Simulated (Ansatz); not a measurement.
# Cu2As: properties at the relaxed cell

The task here is to estimate one member of a computed series from the others.

Method: DFT PBEsol, scalar-relativistic, plane waves, PAW, in Ansatz 0.2.0.

1 further run of the same task is left out (set aside as unsound or not needed).

### The structure to begin with

It takes space group P4/nmm (No. 129, tetragonal). The conventional cell has a = 3.746 Å, b = 3.746 Å, c = 5.849 Å, α = 90.00°, β = 90.00°, γ = 90.00°. Around Cu (site symmetry -4m2) lie 4 As at 2.53 Å and 8 Cu at 2.56 to 2.65 Å. Cu (site symmetry 4mm) is surrounded by 5 As at 2.41 to 2.65 Å and 4 Cu at 2.56 Å. As (site symmetry 4mm) has 9 Cu at 2.41 to 2.65 Å as nearest neighbours.

As a file:

```xyz
6
Lattice="3.7458 0.0000 0.0000 0.0000 3.7458 0.0000 0.0000 0.0000 5.8488" Properties=species:S:1:pos:R:3 pbc="T T T"
Cu    0.0000    0.0000    0.0000
Cu    1.8729    1.8729    0.0000
Cu    0.0000    1.8729    1.7429
Cu    1.8729    0.0000    4.1060
As    0.0000    1.8729    4.1487
As    1.8729    0.0000    1.7001
```

It is the result of an earlier relaxation at this level (volume 13.68 Å³/atom; gap on the mesh: none (metal)).

The first run:

The input, input.yaml:

```yaml
crystal:
  lattice:
    - [3.7457559366, 0.0, 0.0]
    - [0.0, 3.7457559366, 0.0]
    - [0.0, 0.0, 5.8488324632]
  atoms:
    - { symbol: Cu, position: [0.0, 0.0, 0.0] }
    - { symbol: Cu, position: [0.5, 0.5, 0.0] }
    - { symbol: Cu, position: [0.0, 0.5, 0.2979827099] }
    - { symbol: Cu, position: [0.5, 0.0, 0.7020172901] }
    - { symbol: As, position: [0.0, 0.5, 0.7093186455] }
    - { symbol: As, position: [0.5, 0.0, 0.2906813545] }
basis:
  ecutwfc: 420
kpoints:
  mp_grid: { grid: [10, 10, 6] }
  band_path:
    path:
      - [[0.0, 0.0, 0.0], [0.0, 0.5, 0.0], [0.5, 0.5, 0.0], [0.0, 0.0, 0.0], [0.0, 0.0, 0.5], [0.0, 0.5, 0.5], [0.5, 0.5, 0.5], [0.0, 0.0, 0.5]]
      - [[0.0, 0.5, 0.0], [0.0, 0.5, 0.5]]
      - [[0.5, 0.5, 0.0], [0.5, 0.5, 0.5]]
    npoints: 14
hamiltonian:
  xc: pbesol
scf:
  occupations: { method: gaussian, width: 0.1 }
  n_extra_bands: 15
output:
  forces: true
  stress: true
  eigenvalues: true
  populations: true
  dos: { projected: true, de: 0.02, nscf_kmesh: { grid: [15, 15, 9] } }
  bader: true
```

Launch:

```console
$ ansatz run input.yaml --threads 1 --pin off --max-ram 2560MiB --backend cpu --events-out ev --progress --plain --runs-dir out
```

Among the steps run: Static run: bands, density of states and charges; The cell scaled to 0.97 of its volume; Volume × 1.03; The cell scaled to 0.94 of its volume; Point at V/V0 = 1.06.

One table of the session follows, with a row left open; its other results are not shown here.

It belongs to the step «Equation of state». 

| volume (Å³/atom) | energy above the lowest point (meV/atom) | pressure (GPa) |
| --- | --- | --- |
| 12.857 | 22.1 | 9.16 |
| 13.267 | ? | ? |
| 13.677 | 0.0 | 0.03 |
| 14.088 | 4.5 | -3.43 |
| 14.498 | 17.2 | -6.32 |

**Question.** Estimate the row for volume (Å³/atom) = 13.267.

Worked estimate for «energy above the lowest point (meV/atom)». A straight line through the neighbours (12.857, 22.1) and (13.677, 0.0) gives 22.1 + (0.0 − 22.1) × (13.267 − 12.857) / (13.677 − 12.857) = 11.1; a parabola fitted to 3 rows on both sides gives 5.9.

**Answer.** energy above the lowest point (meV/atom): 5.2; pressure (GPa): 4.20. In «energy above the lowest point (meV/atom)» the line misses by +5.9 and the parabola by +0.7.
